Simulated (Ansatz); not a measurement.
# W: a tetragonal deformation path

An exercise on one series of results from a longer session: the logs are not shown, and one member is left open.

Method: DFT PBEsol, scalar-relativistic, plane waves, PAW, in Ansatz 0.2.0.

### The structure to begin with

It takes space group Fm-3m (No. 225, cubic). Conventional cell: a = 4.060 Å, b = 4.060 Å, c = 4.060 Å, α = 90.00°, β = 90.00°, γ = 90.00°. W (site symmetry m-3m) is surrounded by 12 W at 2.87 Å.

As a file:

```cif
data_structure
_symmetry_space_group_name_H-M 'Fm-3m'
_symmetry_Int_Tables_number 225
_cell_length_a 4.0600
_cell_length_b 4.0600
_cell_length_c 4.0600
_cell_angle_alpha 90.000
_cell_angle_beta 90.000
_cell_angle_gamma 90.000
_cell_volume 66.92
loop_
_atom_site_label
_atom_site_type_symbol
_atom_site_symmetry_multiplicity
_atom_site_Wyckoff_symbol
_atom_site_fract_x
_atom_site_fract_y
_atom_site_fract_z
_atom_site_occupancy
W1 W 4 a 0.00000 0.00000 0.00000 1
```

No relaxation comes first: the listed cell is the starting point.

### Zero of energy

Reference values: F = -10256.0464 eV; pressure -12.74 GPa; largest force 0.000 eV/Å; gap on the mesh none (metal). It was computed beforehand with the settings of the runs below.

Set-up of the first run:

At fixed volume and fractional coordinates, lengths along (0.000, 0.000, 1.000) are scaled against those across it; ρ is that ratio over its starting value.

input.yaml reads:

```yaml
crystal:
  lattice:
    - [0.0, 2.2787126677, 1.6110498561]
    - [2.2787126677, 0.0, 1.6110498561]
    - [2.2787126677, 2.2787126677, 0.0]
  atoms:
    - { symbol: W, position: [0.0, 0.0, 0.0] }
basis:
  ecutwfc: 420
kpoints:
  mp_grid: { grid: [22, 22, 22] }
hamiltonian:
  xc: pbesol
scf:
  occupations: { method: gaussian, width: 0.15 }
output:
  forces: true
  stress: true
  eigenvalues: true
```

On the command line:

```console
$ ansatz run input.yaml --threads 1 --pin off --max-ram 2560MiB --backend cpu --events-out ev --progress --plain --runs-dir out
```

Steps of the session up to this table: ρ = 0.707; Point ρ = 1.414; ρ = 0.850; Point ρ = 1.200; Point ρ = 0.780; Point ρ = 1.300; Point ρ = 0.920; ρ = 1.100; At ρ = 0.650; ρ = 1.500; Point ρ = 0.960; Point ρ = 1.050.

One of the session's tables, all rows but one given; the rest of the session is left out.

It belongs to the step «The scan collected». Collected from the runs (energy zero: the undisturbed cell):

```
    ρ  ΔE (meV/atom)  pressure (GPa)
0.650         -387.5           -17.1
0.707              ?               ?
0.780         -373.4           -16.9
0.850         -212.0           -14.6
0.920          -68.7           -13.0
0.960          -17.6           -12.7
1.000            0.0           -12.7
1.050          -21.1           -12.7
1.100          -59.0           -12.7
1.200         -100.8           -11.8
1.300          -52.4            -9.6
1.414          151.0            -3.9
1.500          399.7             2.6
```

Estimate the missing values for ρ = 0.707.

Worked estimate for «ΔE (meV/atom)». A straight line through the neighbours (0.650, -387.5) and (0.780, -373.4) gives -387.5 + (-373.4 + 387.5) × (0.707 − 0.650) / (0.780 − 0.650) = -381.3; a parabola fitted to 3 rows on both sides gives -427.0.

As computed: ΔE (meV/atom): -458.2; pressure (GPa): -18.1. In «ΔE (meV/atom)» the line misses by +76.9 and the parabola by +31.2. Between these rows the values bend or scatter more than so simple an estimate can follow.
